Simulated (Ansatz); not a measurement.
# Zr2Si3: a trial structure relaxed

Aim: relax Zr2Si3 from this start, tetradymite type (R-3m, No. 166), and see where it ends.

Computed with Ansatz 0.2.0 (DFT PBE, scalar-relativistic, plane waves, PAW, unless a step's input says otherwise).

### Step 1. Starting point

It takes space group R-3m (No. 166, trigonal). The conventional cell has a = 3.391 Å, b = 3.391 Å, c = 23.578 Å, α = 90.00°, β = 90.00°, γ = 120.00°. Zr (site symmetry 3m) is surrounded by 6 Si at 2.38 to 2.51 Å. Si (site symmetry -3m) has 6 Zr at 2.51 Å as nearest neighbours. Si (site symmetry 3m) is surrounded by 3 Zr at 2.38 Å.

As a file:

```cif
data_structure
_symmetry_space_group_name_H-M 'R-3m:H'
_symmetry_Int_Tables_number 166
_cell_length_a 3.3909
_cell_length_b 3.3909
_cell_length_c 23.5776
_cell_angle_alpha 90.000
_cell_angle_beta 90.000
_cell_angle_gamma 120.000
_cell_volume 234.78
loop_
_atom_site_label
_atom_site_type_symbol
_atom_site_symmetry_multiplicity
_atom_site_Wyckoff_symbol
_atom_site_fract_x
_atom_site_fract_y
_atom_site_fract_z
_atom_site_occupancy
Zr1 Zr 6 c 0.33333 0.66667 0.06667 1
Si1 Si 3 a 0.00000 0.00000 0.00000 1
Si2 Si 6 c 0.00000 0.00000 0.20950 1
```

(A quick probe on a coarse mesh, which set the mesh and smearing, is not shown.)

### Step 3. Rough relaxation on the coarse mesh

Contents of input.yaml:

```yaml
crystal:
  lattice:
    - [1.6954360974, 0.9788604872, 7.8592063307]
    - [-1.6954360974, 0.9788604872, 7.8592063307]
    - [0.0, -1.9577209744, 7.8592063307]
  atoms:
    - { symbol: Zr, position: [0.4, 0.4, 0.4] }
    - { symbol: Zr, position: [0.6, 0.6, 0.6] }
    - { symbol: Si, position: [0.0, 0.0, 0.0] }
    - { symbol: Si, position: [0.2095, 0.2095, 0.2095] }
    - { symbol: Si, position: [0.7905, 0.7905, 0.7905] }
basis:
  ecutwfc: 420
kpoints:
  mp_grid: { grid: [6, 6, 6] }
hamiltonian:
  xc: pbe
scf:
  occupations: { method: gaussian, width: 0.1 }
  lower_state_search: "off"
output:
  forces: true
  stress: true
  eigenvalues: true
relax:
  adjacent_minimum: "off"
  f_tol: 0.04
  max_steps: 70
  cell: { stress_tol: 0.4 }
```

Started as:

```sh
$ ansatz run input.yaml --threads 1 --pin off --max-ram 2560MiB --backend cpu --events-out ev --progress --plain --runs-dir out
```

The session goes on with these runs: the relaxation.

**Question.** What will these runs give?

**Answer**, as computed:

Formation energies count from the elements, computed with the same settings in runs not shown here.

| quantity | value |
| --- | --- |
| cell (conventional) | a = 3.976 Å, b = 3.976 Å, c = 19.642 Å, α = 90.00°, β = 90.00°, γ = 120.00° |
| space group | R-3m (No. 166) |
| volume | 17.92 Å³/atom |
| gap on the mesh | none (metal) |
| formation energy from the elements | -0.467 eV/atom |

In words: The space group stayed R-3m, and from the first guess the volume went from 15.65 to 17.92 Å³/atom. With -0.47 eV/atom it lies under the elements, which doesn't yet make it stable against other compounds of them.
